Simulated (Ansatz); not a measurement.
# ClTi: the cost of one run

Program: Ansatz 0.2.0, Gaussian basis. Level of theory: def2-QZVPP, core rule «outside noble gas», up to 14 orbitals frozen. These are calculated values, not measurements.

The runs, in order: UHF; ROHF; CCSD(T) on UHF.

2 further runs of the same task are left out: 2 set aside as unsound or not needed.

## 1. The system

The geometry is a PBE0/def2-TZVP stationary point (not a proven minimum).

2 atoms, charge 0, spin multiplicity 2.

Atoms are counted from 1 here; the program's logs count them from 0.

Bond lengths: Ti1–Cl2 2.208 Å.

## 2. UHF

File in.yaml:

```yaml
crystal:
  periodic: [false, false, false]
  atoms:
    - {symbol: Ti, position_ang: [0.000000, 0.000000, 0.000000]}
    - {symbol: Cl, position_ang: [0.000000, 0.000000, 2.208423]}
basis:
  gaussian: {orbitals: "def2-QZVPP.json"}
magnetization: {spin_polarized: true, initial_magnetization: 1}
hamiltonian: {xc: hf}
output: {orbitals: {seedname: orbitals}}
```

On the command line:

```
ansatz run in.yaml --threads 1 --pin off --events-out ev --progress --plain --max-ram 4096MiB --backend cpu
```

**Question.** How long does this run take on 1 thread of AMD EPYC 7R13, shared host, and how much memory does it need?

About 89 s, with a peak of 0.5 GiB.
